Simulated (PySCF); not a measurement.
# CuBr−: from the state search to spectroscopic constants

An exercise on one series of results from a longer session: the logs are not shown, and one member is left open.

Computed with PySCF 2.14.0. Level: Cu def2-TZVPPD, Br def2-TZVPPD, no relativity.

The first run:

Settings of the job:

* atoms: Cu, Br
* charge: -1
* basis: Cu def2-TZVPPD, Br def2-TZVPPD
* Hamiltonian: no relativity
* basis functions: 124
* electrons treated: 65
* masses in u: 62.9296, 78.9183
* levels: PBE0, PBE, r²SCAN, BHandHLYP, BLYP, revPBE, LDA, M06-L, ωB97X-V, HF, MP2, SCS-MP2
* grid: 80 radial by 434 angular points
* occupations: held fixed by the projection of orbital angular momentum
* dissociation limit: Cu + Br−, each in its ground configuration
* starting distance in angstrom: 2.350
* values of 2S to try: 1, 3

On the command line:

```bash
$ OMP_NUM_THREADS=2 python dia.py task.json out
```

Steps of the session up to this table: Input; The PBE0 curve of the state that the search chose; PBE (GGA); r²SCAN (meta-GGA); BHandHLYP; BLYP; revPBE (GGA); LDA (local density); M06-L; ωB97X-V (range-separated hybrid); UHF.

One of the session's tables, all rows but one given; the rest of the session is left out.

Energy (eV) from each level's lowest point:

| R (Å) | UHF | UHF-MP2 | UHF-SCS-MP2 | LDA | PBE |
| --- | --- | --- | --- | --- | --- |
| 2.037 | 0.870 | 0.366 | 0.458 | 0.293 | 0.473 |
| 2.131 | 0.468 | 0.126 | 0.182 | 0.082 | 0.191 |
| 2.226 | 0.222 | 0.021 | 0.045 | 0.003 | 0.050 |
| 2.297 | ? | ? | ? | ? | ? |
| 2.368 | 0.043 | 0.013 | 0.000 | 0.030 | 0.000 |
| 2.439 | 0.009 | 0.049 | 0.021 | 0.082 | 0.019 |
| 2.534 | 0.000 | 0.120 | 0.075 | 0.174 | 0.072 |
| 2.652 | 0.027 | 0.228 | 0.165 | 0.305 | 0.162 |
| 2.794 | 0.091 | 0.364 | 0.287 | 0.470 | 0.284 |
| 2.984 | 0.194 | 0.536 | 0.444 | 0.676 | 0.446 |

**Question.** Estimate the row for R (Å) = 2.297.

Worked estimate for «UHF». A straight line through the neighbours (2.226, 0.222) and (2.368, 0.043) gives 0.222 + (0.043 − 0.222) × (2.297 − 2.226) / (2.368 − 2.226) = 0.132; a parabola fitted to 4 rows on both sides gives 0.108.

As computed: UHF: 0.110; UHF-MP2: 0.000; UHF-SCS-MP2: 0.005; LDA: 0.000; PBE: 0.006. In «UHF» the line misses by +0.022 and the parabola by -0.002.

To keep in mind: The state is the lowest single determinant that the PBE0 search found; with open d or f shells the true ground state can be another one. At some levels the lowest empty orbital lies below the highest filled one (the two can be of opposite spin).
